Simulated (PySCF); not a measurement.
Molecule: OSiF3H, in a box.

```
O Si F H
1.0
    12.00000    0.00000    0.00000
     0.00000   12.00000    0.00000
     0.00000    0.00000   12.00000
O Si F H
1 1 3 1
Direct
  0.46156 0.59809 0.59752
  0.49025 0.54333 0.47548
  0.42450 0.58720 0.37998
  0.48271 0.41078 0.47277
  0.61769 0.57157 0.46147
  0.38337 0.58734 0.62773
```

The cell isn't the ideal one: atoms moved at random, drawn with an rms of 0.05 Å.

Program: PySCF 2.14.0. Alike in all runs: task atomic charges; potentials or basis cc-pvdz (all-electron); no spin polarisation; cell atoms moved at random, drawn with an rms of 0.05 Å; k mesh 1 × 1 × 1; smearing fixed.

Task: Order these runs on this cell by their band gap on the k mesh, lowest first.
A. level rSCAN+D3(BJ); three-body dispersion term no
B. level PBE0; exxdiv ewald
C. level SOGGA11
D. level OLYP+D4; three-body dispersion term yes

Result: D (7.52 eV), C (8.36 eV), A (8.75 eV), B (10.63 eV).

Caveats: this is a molecule in a periodic box at the Γ point, so its band gap is the HOMO-LUMO gap; the basis of atomic orbitals isn't converged, which shifts pressures, moduli and gaps; these D3(BJ) parameters were fitted with the three-body term, which the run leaves out (some runs).

Runs at the PBE level aren't shown here.
